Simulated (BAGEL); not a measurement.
**doublet CH3BN2O+: levels of theory compared**

We compute a comparison of 3 runs (ROHF/6-31G*, UHF/6-31G*, ROHF/cc-pVDZ) of doublet CH3BN2O+. 

Program for the calculation: BAGEL 1.2.2.

3 further runs of the same task are left out: 1 that didn't finish, 2 set aside as unsound or not needed.

## 1. The structure to begin with

CH3BN2O+ has 8 atoms, charge +1, and is taken as a doublet. As SMILES of the parent species, `C=NBN=O`. The coordinates come from a GFN2-xTB relaxation. This is one conformer, not always the lowest. That shape belongs to the parent species and isn't relaxed for this state.

Bond lengths: C1–N2 1.252 Å, N2–B3 1.439 Å, B3–N4 1.313 Å, N4–O5 1.194 Å, C1–H6 1.097 Å, C1–H7 1.086 Å, B3–H8 1.176 Å. Angles: C1–N2–B3 129.5°, N2–B3–N4 126.2°, B3–N4–O5 164.1°, N2–C1–H6 126.0°, N2–C1–H7 118.4°, N2–B3–H8 124.5°, N4–B3–H8 109.2°, H6–C1–H7 115.6°.

## 2. A single-point energy at ROHF/6-31G(d) (density fitting with qzvpp-jkfit, spherical functions) (run 1)

Contents of input.json:

```json
{ "bagel": [

{
  "title": "molecule",
  "basis": "6-31gs.json",
  "df_basis": "qzvpp-jkfit",
  "angstrom": true,
  "geometry": [
    { "atom": "C", "xyz": [    0.319470,   -0.008720,    1.650420 ] },
    { "atom": "N", "xyz": [   -0.267310,    0.359690,    0.607770 ] },
    { "atom": "B", "xyz": [   -0.100380,   -0.097370,   -0.746580 ] },
    { "atom": "N", "xyz": [   -0.656070,    0.424430,   -1.815630 ] },
    { "atom": "O", "xyz": [   -0.969040,    0.677910,   -2.940010 ] },
    { "atom": "H", "xyz": [    1.115730,   -0.760290,    1.710060 ] },
    { "atom": "H", "xyz": [    0.033620,    0.448660,    2.592600 ] },
    { "atom": "H", "xyz": [    0.523980,   -1.044320,   -1.058640 ] }
  ]
},
{
  "title": "rohf",
  "charge": 1,
  "nopen": 1
},
{
  "title": "print",
  "file": "orbitals.molden",
  "orbitals": true
}

]}
```

The basis set 6-31G* is read from a file made from the Basis Set Exchange's data (not shown).

The run is started by

```sh
$ BAGEL_NUM_THREADS=1 BAGEL input.json > input.out
```

Standard output:

```text
* using 1 threads per process

  ===============================================================
  ===============================================================

  *** Geometry ***

  { "atom" : "C", "xyz" : [      0.603711,     -0.016478,      3.118842 ] },
  { "atom" : "N", "xyz" : [     -0.505143,      0.679716,      1.148519 ] },
  { "atom" : "B", "xyz" : [     -0.189691,     -0.184003,     -1.410832 ] },
  { "atom" : "N", "xyz" : [     -1.239793,      0.802056,     -3.431043 ] },
  { "atom" : "O", "xyz" : [     -1.831220,      1.281064,     -5.555814 ] },
  { "atom" : "H", "xyz" : [      2.108424,     -1.436740,      3.231545 ] },
  { "atom" : "H", "xyz" : [      0.063533,      0.847845,      4.899304 ] },
  { "atom" : "H", "xyz" : [      0.990179,     -1.973479,     -2.000540 ] },

  Number of auxiliary basis functions:      435

  Since a DF basis is specified, we compute 2- and 3-index integrals:
    o Being stored without compression. Storage requirement is 0.020 GB

  Number of basis functions:       76
  Number of electrons      :       36

    * METHOD: MOLECULE                             0.49

  *** Open-shell HF ***

  === Nuclear Repulsion ===
   137.9451178410

      * DIIS with orbital gradients will be used.

  === ROHF iteration (6-31gs.json) ===
      0       -247.44932649          0.03942211           0.19
      1       -247.54618963          0.02729654           0.19
      2       -247.57350569          0.02236749           0.18
      3       -247.61559584          0.00335993           0.18
      4       -247.61728669          0.00165511           0.20
      5       -247.61839161          0.00078237           0.20
      6       -247.61882238          0.00053503           0.22
      7       -247.61903604          0.00042585           0.19
      8       -247.61920711          0.00035361           0.20
      9       -247.61937126          0.00030717           0.17
[... 20 lines of this table left out ...]
     30       -247.61981899          0.00000002           0.23
     31       -247.61981899          0.00000002           0.21
     32       -247.61981898          0.00000001           0.21
     33       -247.61981898          0.00000001           0.21
    * SCF iteration converged.

    * S^2 (ROHF) is 0.7500

    * Permanent dipole moment:
           (   -0.474111,     0.514543,     0.384542) a.u.

    * METHOD: ROHF                                 7.15

    * METHOD: PRINT                                0.02

  ===============================================================
```

Wall time 8.4 s (1 thread of Intel Xeon at 2.50GHz (Skylake/Cascade Lake), shared host).

## 3. A single-point energy at UHF/6-31G(d) (density fitting with qzvpp-jkfit, spherical functions) (run 2)

Contents of hf.json:

```json
{ "bagel": [

{
  "title": "molecule",
  "basis": "6-31gs.json",
  "df_basis": "qzvpp-jkfit",
  "angstrom": true,
  "geometry": [
    { "atom": "C", "xyz": [    0.319470,   -0.008720,    1.650420 ] },
    { "atom": "N", "xyz": [   -0.267310,    0.359690,    0.607770 ] },
    { "atom": "B", "xyz": [   -0.100380,   -0.097370,   -0.746580 ] },
    { "atom": "N", "xyz": [   -0.656070,    0.424430,   -1.815630 ] },
    { "atom": "O", "xyz": [   -0.969040,    0.677910,   -2.940010 ] },
    { "atom": "H", "xyz": [    1.115730,   -0.760290,    1.710060 ] },
    { "atom": "H", "xyz": [    0.033620,    0.448660,    2.592600 ] },
    { "atom": "H", "xyz": [    0.523980,   -1.044320,   -1.058640 ] }
  ]
},
{
  "title": "uhf",
  "charge": 1,
  "nopen": 1
},
{
  "title": "print",
  "file": "orbitals.molden",
  "orbitals": true
}

]}
```

The basis set 6-31G* is read from a file made from the Basis Set Exchange's data (not shown).

The run is started by

```sh
$ BAGEL_NUM_THREADS=1 BAGEL hf.json > hf.out
```

Standard output:

```text
* using 1 threads per process

  ===============================================================
  ===============================================================

  *** Geometry ***

  { "atom" : "C", "xyz" : [      0.603711,     -0.016478,      3.118842 ] },
  { "atom" : "N", "xyz" : [     -0.505143,      0.679716,      1.148519 ] },
  { "atom" : "B", "xyz" : [     -0.189691,     -0.184003,     -1.410832 ] },
  { "atom" : "N", "xyz" : [     -1.239793,      0.802056,     -3.431043 ] },
  { "atom" : "O", "xyz" : [     -1.831220,      1.281064,     -5.555814 ] },
  { "atom" : "H", "xyz" : [      2.108424,     -1.436740,      3.231545 ] },
  { "atom" : "H", "xyz" : [      0.063533,      0.847845,      4.899304 ] },
  { "atom" : "H", "xyz" : [      0.990179,     -1.973479,     -2.000540 ] },

  Number of auxiliary basis functions:      435

  Since a DF basis is specified, we compute 2- and 3-index integrals:
    o Being stored without compression. Storage requirement is 0.020 GB

  Number of basis functions:       76
  Number of electrons      :       36

    * METHOD: MOLECULE                             0.51

  *** Open-shell HF ***

  === Nuclear Repulsion ===
   137.9451178410

      * DIIS with orbital gradients will be used.

  === UHF iteration (6-31gs.json) ===
      0       -247.44932649          0.03942211           0.16
      1       -247.55279611          0.02715705           0.23
      2       -247.58234223          0.02189276           0.18
      3       -247.62318808          0.00308690           0.18
      4       -247.62509936          0.00164202           0.16
      5       -247.62650168          0.00083582           0.17
      6       -247.62716912          0.00055692           0.17
      7       -247.62756143          0.00043903           0.21
      8       -247.62797582          0.00035238           0.20
      9       -247.62855643          0.00029318           0.19
[... 42 lines of this table left out ...]
     52       -247.63102910          0.00000003           0.18
     53       -247.63102910          0.00000002           0.19
     54       -247.63102910          0.00000001           0.18
     55       -247.63102910          0.00000001           0.20
    * SCF iteration converged.

    * S^2 (UHF) is 0.9907

    * Permanent dipole moment:
           (   -0.434825,     0.483196,     0.500550) a.u.

    * METHOD: UHF                                 11.26

    * METHOD: PRINT                                0.01

  ===============================================================
```

Wall time 12 s (1 thread of Intel Xeon at 2.50GHz (Skylake/Cascade Lake), shared host).

## 4. The energy at ROHF/cc-pVDZ (density fitting with qzvpp-jkfit) (run 3)

Contents of job.json:

```json
{ "bagel" : [

{
  "title" : "molecule",
  "basis" : "cc-pvdz.json",
  "df_basis" : "qzvpp-jkfit",
  "angstrom" : true,
  "geometry" : [
    { "atom" : "C", "xyz" : [    0.319470,   -0.008720,    1.650420 ] },
    { "atom" : "N", "xyz" : [   -0.267310,    0.359690,    0.607770 ] },
    { "atom" : "B", "xyz" : [   -0.100380,   -0.097370,   -0.746580 ] },
    { "atom" : "N", "xyz" : [   -0.656070,    0.424430,   -1.815630 ] },
    { "atom" : "O", "xyz" : [   -0.969040,    0.677910,   -2.940010 ] },
    { "atom" : "H", "xyz" : [    1.115730,   -0.760290,    1.710060 ] },
    { "atom" : "H", "xyz" : [    0.033620,    0.448660,    2.592600 ] },
    { "atom" : "H", "xyz" : [    0.523980,   -1.044320,   -1.058640 ] }
  ]
},
{ "title" : "rohf", "charge" : 1, "nopen" : 1 },
{ "title" : "print", "file" : "orbitals.molden", "orbitals" : true }

]}
```

The basis set cc-pVDZ is read from a file made from the Basis Set Exchange's data (not shown).

The run is started by

```sh
$ BAGEL_NUM_THREADS=1 BAGEL job.json > job.out
```

Standard output:

```text
* using 1 threads per process

  ===============================================================
  ===============================================================

  *** Geometry ***

  { "atom" : "C", "xyz" : [      0.603711,     -0.016478,      3.118842 ] },
  { "atom" : "N", "xyz" : [     -0.505143,      0.679716,      1.148519 ] },
  { "atom" : "B", "xyz" : [     -0.189691,     -0.184003,     -1.410832 ] },
  { "atom" : "N", "xyz" : [     -1.239793,      0.802056,     -3.431043 ] },
  { "atom" : "O", "xyz" : [     -1.831220,      1.281064,     -5.555814 ] },
  { "atom" : "H", "xyz" : [      2.108424,     -1.436740,      3.231545 ] },
  { "atom" : "H", "xyz" : [      0.063533,      0.847845,      4.899304 ] },
  { "atom" : "H", "xyz" : [      0.990179,     -1.973479,     -2.000540 ] },

  Number of auxiliary basis functions:      435

  Since a DF basis is specified, we compute 2- and 3-index integrals:
    o Being stored without compression. Storage requirement is 0.025 GB

  Number of basis functions:       85
  Number of electrons      :       36

    * METHOD: MOLECULE                             0.51

  *** Open-shell HF ***

  === Nuclear Repulsion ===
   137.9451178410

      * DIIS with orbital gradients will be used.

  === ROHF iteration (cc-pvdz.json) ===
      0       -247.47482709          0.02986429           0.22
      1       -247.57289659          0.02108113           0.22
      2       -247.60472390          0.01510101           0.18
      3       -247.63822387          0.00220580           0.22
      4       -247.63980263          0.00149339           0.21
      5       -247.64074998          0.00070552           0.22
      6       -247.64111090          0.00047866           0.23
      7       -247.64134045          0.00037350           0.20
      8       -247.64152707          0.00030957           0.19
      9       -247.64170092          0.00026385           0.24
[... 21 lines of this table left out ...]
     31       -247.64216181          0.00000003           0.24
     32       -247.64216181          0.00000002           0.23
     33       -247.64216181          0.00000001           0.23
     34       -247.64216182          0.00000001           0.22
    * SCF iteration converged.

    * S^2 (ROHF) is 0.7500

    * Permanent dipole moment:
           (   -0.459183,     0.502760,     0.362713) a.u.

    * METHOD: ROHF                                 7.81

    * METHOD: PRINT                                0.02

  ===============================================================
```

Run time: 9 s. Hardware: 1 thread of Intel Xeon at 2.50GHz (Skylake/Cascade Lake), shared host.

## 5. The series

| run | level | energy (Eh) | ⟨S²⟩ | wall time |
| --- | --- | --- | --- | --- |
| 1 | ROHF/6-31G* (density fitting with qzvpp-jkfit, spherical functions) | -247.619819 | 0.750 | 8.4 s |
| 2 | UHF/6-31G* (density fitting with qzvpp-jkfit, spherical functions) | -247.631029 | 0.991 | 12 s |
| 3 | ROHF/cc-pVDZ (density fitting with qzvpp-jkfit) | -247.642162 | 0.750 | 9 s |

## 6. Results

| quantity | value |
| --- | --- |
| run 3: total energy | -247.64216 Eh |
| run 3: ⟨S²⟩ | 0.750 |

In words: Spin contamination of the reference: run 2 ⟨S²⟩ = 0.99. All runs together took 30 s, the longest 12 s.
